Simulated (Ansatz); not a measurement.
**CH₅NOSi: small, medium and large basis sets**

Aim: see how fast density functionals converge with the basis set for CH₅NOSi.

Program: Ansatz 0.2.0, Gaussian basis. Level of theory: one geometry, several basis sets. These are calculated values, not measurements.

Levels to be run: PBE0-D4/def2-SVP; ωB97M-V/def2-SVP; PBE0-D4/def2-QZVPP; ωB97M-V/def2-QZVPP; the functionals' def2-TZVPP values are taken from earlier runs.

### Step 1. The geometry

The geometry comes from an earlier relaxation with PBE0-D4 in a triple-zeta def2 set; it is a stationary point, not always the lowest conformer.

SMILES `O/C=N/[SiH3]`, 9 atoms, charge 0, spin multiplicity 1.

Atoms are counted from 1 here; the program's logs count them from 0.

Bond lengths: O1–C2 1.335 Å, O1–H5 0.969 Å, C2–N3 1.255 Å, C2–H6 1.096 Å, N3–Si4 1.727 Å, Si4–H7 1.494 Å, Si4–H8 1.484 Å, Si4–H9 1.484 Å. Angles: C2–O1–H5 106.6°, O1–C2–N3 123.3°, O1–C2–H6 109.7°, N3–C2–H6 126.9°, C2–N3–Si4 124.9°, N3–Si4–H7 112.0°, N3–Si4–H8 109.0°, N3–Si4–H9 109.0°, H7–Si4–H8 109.0°, H7–Si4–H9 109.0°, H8–Si4–H9 108.9°.

Geometry (Å):

```mol
CH5NOSi
  3D, bonds by distance, orders not assigned

  9  8  0  0  0  0  0  0  0  0999 V2000
   -1.1054    2.1480    0.3030 O   0  0
   -0.4086    1.0187    0.4525 C   0  0
   -0.2587    0.1744   -0.4635 N   0  0
    0.6325   -1.2979   -0.3152 Si  0  0
   -1.4361    2.1514   -0.6077 H   0  0
   -0.0091    0.9624    1.4716 H   0  0
    1.2188   -1.4625    1.0493 H   0  0
   -0.2741   -2.4404   -0.5918 H   0  0
    1.7293   -1.3006   -1.3155 H   0  0
  1  2  8  0
  2  3  8  0
  3  4  8  0
  1  5  8  0
  2  6  8  0
  4  7  8  0
  4  8  8  0
  4  9  8  0
M  END
```

### Step 2. PBE0-D4 in def2-SVP

in.yaml reads:

```yaml
crystal:
  periodic: [false, false, false]
  atoms:
    - {symbol: O, position_ang: [-1.105379, 2.148010, 0.303039]}
    - {symbol: C, position_ang: [-0.408628, 1.018712, 0.452541]}
    - {symbol: N, position_ang: [-0.258706, 0.174446, -0.463546]}
    - {symbol: Si, position_ang: [0.632496, -1.297917, -0.315172]}
    - {symbol: H, position_ang: [-1.436138, 2.151433, -0.607680]}
    - {symbol: H, position_ang: [-0.009095, 0.962445, 1.471645]}
    - {symbol: H, position_ang: [1.218822, -1.462490, 1.049311]}
    - {symbol: H, position_ang: [-0.274120, -2.440366, -0.591783]}
    - {symbol: H, position_ang: [1.729348, -1.300574, -1.315454]}
basis:
  gaussian: {orbitals: def2-SVP}
hamiltonian: {xc: pbe0, dispersion: d4}
output: {orbitals: {seedname: orbitals}}
```

Launch:

```sh
> ansatz run in.yaml --threads 2 --pin off --events-out ev --progress --plain --max-ram 4352MiB
```

Further steps of the session: ωB97M-V in def2-SVP; PBE0-D4 in def2-QZVPP; ωB97M-V in def2-QZVPP.

Q: Predict the results of all the runs planned. Wanted: PBE0-D4: double and triple zeta above quadruple; ωB97M-V: double and triple zeta above quadruple.

As calculated:

| quantity | value |
| --- | --- |
| PBE0-D4: double and triple zeta above quadruple | 8.81, 0.53 eV |
| ωB97M-V: double and triple zeta above quadruple | 8.98, 0.50 eV |

What this shows: PBE0-D4 gains 8.27 eV from double to triple zeta, then 0.53 eV more. These are total energies; as a rule much of such shifts cancels in differences, which this series doesn't test. The LUMO of ωB97M-V is positive and keeps falling with the basis (2.41 to 1.66 eV): an unbound level that the basis holds in place.
